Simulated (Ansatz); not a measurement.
**C4H10AlGaSe: up Jacob's ladder to CCSD(T)**

The task here is to estimate one member of a computed series from the others.

The runs use Ansatz 0.2.0, Gaussian basis; functionals in def2-TZVPP, the program's frozen cores in correlated methods.

Plan: LDA (SPW92), PBE-D4, revPBE-D4, BLYP-D4, r2SCAN-D4, B97M-V, PBE0-D4, B3LYP-D4, r2SCANh-D4, r2SCAN0-D4, HSE06-D4, BHLYP-D4, CAM-B3LYP-D4, LC-ωPBE, ωB97X-V, ωB97M-V, B2PLYP, PBE-QIDH; CCSD(T)/def2-SVP; CCSD(T)/def2-TZVPP; MP2/def2-QZVPP; extrapolation to the limit; RPA on PBE.

## The geometry

The geometry comes from an earlier relaxation with PBE0-D4 in a triple-zeta def2 set; it is a stationary point, not always the lowest conformer.

17 atoms, charge 0, spin multiplicity 1.

Atoms are counted from 1 here; the program's logs count them from 0.

Bond lengths: C1–C2 1.330 Å, C1–H8 1.084 Å, C1–H9 1.089 Å, C2–Ga3 1.972 Å, C2–C4 1.495 Å, Ga3–Se6 2.612 Å, Ga3–H10 1.700 Å, Ga3–H11 1.552 Å, C4–Al5 2.030 Å, C4–Se6 1.977 Å, C4–H12 1.093 Å, Al5–H10 1.827 Å, Al5–H13 1.589 Å, Al5–H14 1.596 Å, Se6–C7 1.945 Å, C7–H15 1.090 Å, C7–H16 1.086 Å, C7–H17 1.088 Å. Angles: C2–C1–H8 121.9°, C2–C1–H9 121.6°, H8–C1–H9 116.5°, C1–C2–Ga3 135.8°, C1–C2–C4 127.0°, Ga3–C2–C4 97.2°, C2–Ga3–Se6 69.2°, C2–Ga3–H10 98.6°, C2–Ga3–H11 144.9°, Se6–Ga3–H10 90.2°, Se6–Ga3–H11 123.4°, H10–Ga3–H11 112.9°, C2–C4–Al5 100.1°, C2–C4–Se6 98.9°, C2–C4–H12 116.2°, Al5–C4–Se6 108.9°, Al5–C4–H12 120.2°, Se6–C4–H12 110.1° and more.

As a file:

```
C    -2.0838   -1.3906    1.4959
C    -1.1110   -0.6350    0.9943
Ga    0.1901    0.6577    1.7186
C    -0.6963   -0.5366   -0.4382
Al    1.2188   -1.1968   -0.3023
Se   -0.6853    1.4325   -0.6176
C     0.7717    1.8761   -1.8271
H    -2.2778   -1.4408    2.5612
H    -2.7162   -2.0051    0.8576
H     1.5960    0.0357    0.9932
H     0.4946    1.6351    2.8848
H    -1.3796   -0.9767   -1.1688
H     1.3555   -2.5999    0.4305
H     2.2632   -0.7710   -1.4308
H     0.8095    2.9646   -1.8606
H     1.7144    1.4666   -1.4758
H     0.5364    1.4844   -2.8147
```

The first run:

Input file in.yaml:

```yaml
crystal:
  periodic: [false, false, false]
  atoms:
    - {symbol: C, position_ang: [-2.083761, -1.390643, 1.495885]}
    - {symbol: C, position_ang: [-1.111047, -0.634981, 0.994266]}
    - {symbol: Ga, position_ang: [0.190066, 0.657692, 1.718623]}
    - {symbol: C, position_ang: [-0.696307, -0.536636, -0.438221]}
    - {symbol: Al, position_ang: [1.218769, -1.196837, -0.302279]}
    - {symbol: Se, position_ang: [-0.685266, 1.432467, -0.617607]}
    - {symbol: C, position_ang: [0.771653, 1.876110, -1.827144]}
    - {symbol: H, position_ang: [-2.277793, -1.440768, 2.561205]}
    - {symbol: H, position_ang: [-2.716248, -2.005065, 0.857645]}
    - {symbol: H, position_ang: [1.595984, 0.035687, 0.993154]}
    - {symbol: H, position_ang: [0.494603, 1.635057, 2.884831]}
    - {symbol: H, position_ang: [-1.379627, -0.976732, -1.168826]}
    - {symbol: H, position_ang: [1.355528, -2.599937, 0.430485]}
    - {symbol: H, position_ang: [2.263177, -0.770979, -1.430825]}
    - {symbol: H, position_ang: [0.809492, 2.964555, -1.860639]}
    - {symbol: H, position_ang: [1.714397, 1.466580, -1.475825]}
    - {symbol: H, position_ang: [0.536390, 1.484410, -2.814738]}
basis:
  gaussian: {orbitals: def2-TZVPP}
hamiltonian: {xc: lda}
output: {orbitals: {seedname: orbitals}}
```

On the command line:

```console
ansatz run in.yaml --threads 2 --pin off --events-out ev --progress --plain --max-ram 32768MiB --backend cuda --devices 0, --max-vram 18GiB
```

Steps of the session up to this table: LDA; PBE-D4 (GGA); revPBE-D4 (GGA); BLYP-D4 (GGA); r2SCAN-D4 (meta-GGA); B97M-V (meta-GGA); PBE0-D4 (hybrid); B3LYP-D4 (hybrid); r2SCANh-D4 (hybrid); r2SCAN0-D4 (hybrid); HSE06-D4 (hybrid); BHLYP-D4 (hybrid); CAM-B3LYP-D4 (range-separated); LC-ωPBE (range-separated); ωB97X-V (range-separated); ωB97M-V (range-separated); B2PLYP (double hybrid); PBE-QIDH (double hybrid).

One of the session's tables, all rows but one given; the rest of the session is left out.

It belongs to the step «Orbital energies across the functionals». 

| functional | HOMO (eV) | gap (eV) |
| --- | --- | --- |
| LDA (SPW92) | -5.72 | 3.84 |
| PBE-D4 | -5.57 | 3.94 |
| revPBE-D4 | -5.50 | 3.98 |
| BLYP-D4 | -5.42 | 3.92 |
| r2SCAN-D4 | -5.75 | 4.34 |
| B97M-V | -5.83 | 4.37 |
| PBE0-D4 | -6.58 | 5.76 |
| B3LYP-D4 | -6.39 | 5.37 |
| r2SCANh-D4 | -6.13 | 5.01 |
| r2SCAN0-D4 | ? | ? |
| HSE06-D4 | -6.19 | 5.01 |
| BHLYP-D4 | -7.47 | 7.50 |
| CAM-B3LYP-D4 | -7.81 | 7.94 |
| LC-ωPBE | -9.08 | 10.27 |
| ωB97X-V | -8.76 | 9.84 |
| ωB97M-V | -8.65 | 9.48 |

**Question.** Estimate the row for r2SCAN0-D4.

Worked estimate for «HOMO (eV)». Against the share of exact exchange, r2SCAN-D4 (0, -5.75), r2SCANh-D4 (0.1, -6.13) give a slope of -3.80 per unit share; at 0.25 the line stands at -6.70.

As computed: HOMO (eV): -6.71; gap (eV): 6.02. In «HOMO (eV)» the line misses by +0.01.
